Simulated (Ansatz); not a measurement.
**AlClFGeH₃: a ladder of functionals and wavefunction methods**

The task here is to estimate one member of a computed series from the others.

The runs use Ansatz 0.2.0, Gaussian basis; functionals in def2-TZVPP, the program's frozen cores in correlated methods.

Levels to be run: LDA (SPW92), PBE-D4, revPBE-D4, BLYP-D4, r2SCAN-D4, B97M-V, PBE0-D4, B3LYP-D4, r2SCANh-D4, r2SCAN0-D4, HSE06-D4, BHLYP-D4, CAM-B3LYP-D4, LC-ωPBE, ωB97X-V, ωB97M-V, B2PLYP, PBE-QIDH; CCSD(T)/def2-SVP; CCSD(T)/def2-TZVPP; MP2/def2-QZVPP; extrapolation to the limit; RPA on PBE.

### The relaxed structure

The geometry comes from an earlier relaxation with PBE0-D4 in a triple-zeta def2 set; it is a stationary point, not always the lowest conformer.

SMILES `[F][Al]([Cl])[GeH3]`, 7 atoms, charge 0, spin multiplicity 1.

Atoms are counted from 1 here; the program's logs count them from 0.

Bond lengths: F1–Al2 1.644 Å, Al2–Cl3 2.087 Å, Al2–Ge4 2.454 Å, Ge4–H5 1.538 Å, Ge4–H6 1.538 Å, Ge4–H7 1.536 Å. Angles: F1–Al2–Cl3 116.8°, F1–Al2–Ge4 119.8°, Cl3–Al2–Ge4 123.3°, Al2–Ge4–H5 110.3°, Al2–Ge4–H6 110.3°, Al2–Ge4–H7 111.2°, H5–Ge4–H6 107.8°, H5–Ge4–H7 108.6°, H6–Ge4–H7 108.6°.

Set-up of the first run:

Contents of in.yaml:

```yaml
crystal:
  periodic: [false, false, false]
  atoms:
    - {symbol: F, position_ang: [1.675943, -0.560116, 1.938881]}
    - {symbol: Al, position_ang: [0.688063, -0.954489, 0.684906]}
    - {symbol: Cl, position_ang: [0.530863, -2.981240, 0.211011]}
    - {symbol: Ge, position_ang: [-0.512913, 0.810056, -0.525033]}
    - {symbol: H, position_ang: [0.481444, 1.816283, -1.127466]}
    - {symbol: H, position_ang: [-1.438471, 1.578245, 0.432850]}
    - {symbol: H, position_ang: [-1.363630, 0.223262, -1.660851]}
basis:
  gaussian: {orbitals: def2-TZVPP}
hamiltonian: {xc: lda}
output: {orbitals: {seedname: orbitals}}
```

Steps of the session up to this table: LDA; PBE-D4 (GGA); revPBE-D4 (GGA); BLYP-D4 (GGA); r2SCAN-D4 (meta-GGA); B97M-V (meta-GGA); PBE0-D4 (hybrid); B3LYP-D4 (hybrid); r2SCANh-D4 (hybrid); r2SCAN0-D4 (hybrid); HSE06-D4 (hybrid); BHLYP-D4 (hybrid); CAM-B3LYP-D4 (range-separated); LC-ωPBE-D4 (range-separated; the results give it without D4); ωB97X-V (range-separated); ωB97M-V (range-separated); B2PLYP (double hybrid); PBE-QIDH (double hybrid).

One of the session's tables, all rows but one given; the rest of the session is left out.

It belongs to the step «Frontier levels by functional». 

```
  functional  HOMO (eV)  LUMO (eV)  gap (eV)
 LDA (SPW92)      -7.43      -2.51      4.92
      PBE-D4      -7.30      -2.30      5.00
   revPBE-D4      -7.24      -2.21      5.04
     BLYP-D4          ?          ?         ?
   r2SCAN-D4      -7.58      -2.09      5.48
      B97M-V      -7.64      -2.22      5.42
     PBE0-D4      -8.44      -1.58      6.86
    B3LYP-D4      -8.23      -1.76      6.47
  r2SCANh-D4      -7.99      -1.84      6.15
  r2SCAN0-D4      -8.61      -1.46      7.15
    HSE06-D4      -8.04      -1.95      6.10
    BHLYP-D4      -9.45      -0.79      8.66
CAM-B3LYP-D4      -9.70      -0.59      9.11
     LC-ωPBE     -10.99       0.48     11.47
     ωB97X-V     -10.66       0.37     11.03
     ωB97M-V     -10.44       0.13     10.57
```

Estimate the missing values for BLYP-D4.

Worked estimate for «HOMO (eV)». Against the share of exact exchange, B3LYP-D4 (0.2, -8.23), BHLYP-D4 (0.5, -9.45) give a slope of -4.07 per unit share; at 0 the line stands at -7.42.

**Answer.** HOMO (eV): -7.15; LUMO (eV): -2.17; gap (eV): 4.99. In «HOMO (eV)» the line misses by -0.27.
